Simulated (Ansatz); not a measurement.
# Si₃N₃H₁₂ radical: Born-Oppenheimer dynamics

Aim: follow the atoms for 60 steps of 0.5 fs with a Nosé-Hoover thermostat, with velocities drawn for 1000 K, and see to which side of the barrier the system falls.

Method: PBE-D4/def2-SVP, unrestricted; program: Ansatz 0.2.0, Gaussian basis.

2 further runs of the same task are left out: 2 that didn't finish.

### Step 1. The starting structure

The start, a first-order saddle point found at PBE0-D4 in triple zeta: 18 atoms, charge 0, spin multiplicity 2.

Atoms are counted from 1 here; the program's logs count them from 0.

Bond lengths: Si1–N2 1.911 Å, Si1–N4 1.778 Å, Si1–H6 1.501 Å, Si1–N8 1.982 Å, N2–Si3 1.762 Å, N2–H7 1.221 Å, N2–H9 1.015 Å, Si3–H10 1.482 Å, Si3–H11 1.481 Å, Si3–H12 1.486 Å, N4–Si5 1.726 Å, N4–H13 1.010 Å, Si5–H14 1.492 Å, Si5–H15 1.488 Å, Si5–H16 1.490 Å, N8–H17 1.014 Å, N8–H18 1.011 Å. Angles: N2–Si1–N4 103.0°, N2–Si1–H6 100.5°, N2–Si1–N8 76.5°, N4–Si1–H6 96.3°, N4–Si1–N8 172.6°, H6–Si1–N8 91.0°, Si1–N2–Si3 119.4°, Si1–N2–H7 76.9°, Si1–N2–H9 111.8°, Si3–N2–H7 118.5°, Si3–N2–H9 113.0°, H7–N2–H9 112.7°, N2–Si3–H10 111.3°, N2–Si3–H11 106.9°, N2–Si3–H12 108.9°, H10–Si3–H11 110.4°, H10–Si3–H12 109.3°, H11–Si3–H12 110.1° and more.

Coordinates:

```xyz
18

Si    0.7227    0.1344    0.8262
N     1.0715   -0.0361   -1.0446
Si   -0.1541   -0.7463   -2.0919
N    -0.4830    1.4396    0.8895
Si   -2.1469    1.2136    1.2873
H    -0.2467   -0.9943    1.0276
H     1.9045   -0.7727   -0.5393
N     2.2421   -1.1363    0.7522
H     1.4797    0.8093   -1.4296
H    -1.4146    0.0316   -2.0487
H    -0.3827   -2.1283   -1.6108
H     0.3604   -0.7696   -3.4863
H    -0.1257    2.3738    1.0264
H    -2.3689    0.6282    2.6415
H    -2.8024    0.2993    0.3132
H    -2.8369    2.5340    1.2498
H     2.0630   -2.0716    1.1006
H     3.1182   -0.8083    1.1370
```

### Step 2. Dynamics

File md/in.yaml:

```yaml
crystal:
  periodic: [false, false, false]
  atoms:
    - {symbol: Si, position_ang: [0.722697, 0.134352, 0.826187]}
    - {symbol: N, position_ang: [1.071506, -0.036075, -1.044596]}
    - {symbol: Si, position_ang: [-0.154059, -0.746333, -2.091871]}
    - {symbol: N, position_ang: [-0.483046, 1.439596, 0.889523]}
    - {symbol: Si, position_ang: [-2.146920, 1.213607, 1.287290]}
    - {symbol: H, position_ang: [-0.246669, -0.994345, 1.027563]}
    - {symbol: H, position_ang: [1.904501, -0.772723, -0.539267]}
    - {symbol: N, position_ang: [2.242142, -1.136274, 0.752198]}
    - {symbol: H, position_ang: [1.479658, 0.809334, -1.429627]}
    - {symbol: H, position_ang: [-1.414617, 0.031617, -2.048738]}
    - {symbol: H, position_ang: [-0.382688, -2.128346, -1.610818]}
    - {symbol: H, position_ang: [0.360363, -0.769604, -3.486253]}
    - {symbol: H, position_ang: [-0.125663, 2.373790, 1.026419]}
    - {symbol: H, position_ang: [-2.368908, 0.628154, 2.641480]}
    - {symbol: H, position_ang: [-2.802373, 0.299258, 0.313166]}
    - {symbol: H, position_ang: [-2.836870, 2.534013, 1.249830]}
    - {symbol: H, position_ang: [2.062951, -2.071639, 1.100621]}
    - {symbol: H, position_ang: [3.118197, -0.808282, 1.136994]}
basis:
  gaussian: {orbitals: def2-SVP}
magnetization: {spin_polarized: true, initial_magnetization: 1}
hamiltonian: {xc: pbe, dispersion: d4}
md: {n_steps: 60, timestep: 0.5, temperature: 1000, ensemble: nvt_nose_hoover, seed: 805, initial_velocities: maxwell_boltzmann}
```

The run is started by

```
$ ansatz run in.yaml --threads 4 --pin off --events-out ev --progress --plain --max-ram 46080MiB --backend cpu
```

What does the calculation give? Wanted: temperature at the start; mean temperature, second half; lowest and highest potential energy, from the first frame; largest change of potential + kinetic; bonds lost by distance; bonds made by distance.

The runs gave:

| quantity | value |
| --- | --- |
| length | 60 steps, 30.0 fs |
| temperature at the start | 1000 K |
| mean temperature, second half | 703 K |
| lowest and highest potential energy, from the first frame | 0 and 1202 meV |
| largest change of potential + kinetic | 52.4 meV |
| bonds lost by distance | N2–H7 |
| bonds made by distance | H7–N8 |

In words: By the last frame it has moved back towards the start side of the step. The thermostat trades energy with the molecule, so the sum of potential and kinetic energy isn't conserved: it changes by +52 meV over the run. The mean temperature of the second half is still well below the 1000 K set. The instant temperature ranges from 428 to 1000 K, as energy passes between motion and strain.
